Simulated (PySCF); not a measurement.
Molecule: BSH3, in a box.

```xyz
5
Lattice="13.0000 0.0000 0.0000 0.0000 12.0000 0.0000 0.0000 0.0000 10.0000" Properties=species:S:1:pos:R:3 pbc="T T T"
B     6.1310    5.6664    5.1360
S     6.7285    7.2619    4.8873
H     5.0225    5.5267    5.3078
H     6.9262    4.7479    5.1153
H     8.0633    7.0910    4.7331
```

The cell isn't the ideal one: atoms moved at random, drawn with an rms of 0.05 Å.

Base run:

* Program: PySCF 2.14.0
* Functional: HLE16
* Potentials or basis: cc-pvdz (all-electron)
* k mesh: 1 × 1 × 1
* Occupations: fixed
* Spin: no spin polarisation

Its results: gap between the frontier levels 5.75 eV.

Question: The run is repeated on the same cell with these changes: functional from HLE16 to PBE. What comes out?

Answer: Gap between the frontier levels 5.32 eV.

Caveats: this is a molecule in a periodic box at the Γ point, so its band gap is the HOMO-LUMO gap; the basis of atomic orbitals isn't converged, which shifts pressures, moduli and gaps.

